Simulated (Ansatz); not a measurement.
# CCdN radical: geometry and frequencies at several levels

The task here is to estimate one member of a computed series from the others.

Method: the levels named in each step, in Ansatz 0.2.0.

**The structure to begin with**

Bond lengths: N1–C2 1.151 Å, C2–Cd3 2.401 Å. Angles: N1–C2–Cd3 180.0°.

As a file:

```xyz
3

N     0.0000    0.0000   -1.5674
C     0.0000    0.0000   -0.4167
Cd    0.0000    0.0000    1.9841
```

The first run:

Contents of input.yaml:

```yaml
crystal:
  periodic: [false, false, false]
  atoms:
    - { symbol: "N", position_ang: [0.0, 0.0, -1.56742] }
    - { symbol: C, position_ang: [0.0, 0.0, -0.41665] }
    - { symbol: Cd, position_ang: [0.0, 0.0, 1.98407] }
magnetization:
  spin_polarized: true
  initial_magnetization: 1
basis:
  gaussian: { orbitals: def2-SVP }
hamiltonian:
  xc: pbe
  dispersion: d4
relax:
  f_tol: 0.03
  max_steps: 200
```

Command:

```
ansatz run input.yaml --threads 2 --pin off --max-ram 5120MiB --backend cpu --events-out ev --progress --plain --runs-dir out
```

Steps of the session up to this table: A rough first relaxation, PBE-D4/def2-SVP; Relaxation, PBE0-D4/def2-TZVPP; Frequencies, PBE0-D4/def2-TZVPP; Relaxation, PBE-D4/def2-TZVPP; Frequencies, PBE-D4/def2-TZVPP; Relaxation, r2SCAN-D4/def2-TZVPP; Frequencies, r2SCAN-D4/def2-TZVPP; Relaxation, B3LYP-D4/def2-TZVPP; Frequencies, B3LYP-D4/def2-TZVPP; Relaxation, B2PLYP/def2-TZVPP.

One table of the session follows, with a row left open; its other results are not shown here.

| level | N1–C2 (Å) | C2–Cd3 (Å) | rotational constants (MHz) | dipole (D) | highest frequency (cm⁻¹) |
| --- | --- | --- | --- | --- | --- |
| PBE0-D4/def2-TZVPP | ? | ? | ? | ? | ? |
| PBE-D4/def2-TZVPP | 1.1689 | 2.1643 | 2903.3 | 4.68 | 2172 |
| r2SCAN-D4/def2-TZVPP | 1.1601 | 2.1425 | 2958.7 | 4.86 | 2238 |
| B3LYP-D4/def2-TZVPP | 1.1563 | 2.1718 | 2905.1 | 5.15 | 2257 |
| B2PLYP/def2-TZVPP | 1.1641 | 2.1489 | 2940.4 | 5.12 | - |

**Question.** Estimate the row for PBE0-D4/def2-TZVPP.

**Answer.** N1–C2 (Å): 1.1555; C2–Cd3 (Å): 2.1464; rotational constants (MHz): 2957; dipole (D): 5.04; highest frequency (cm⁻¹): 2283. In the column «N1–C2 (Å)» it is the lowest.
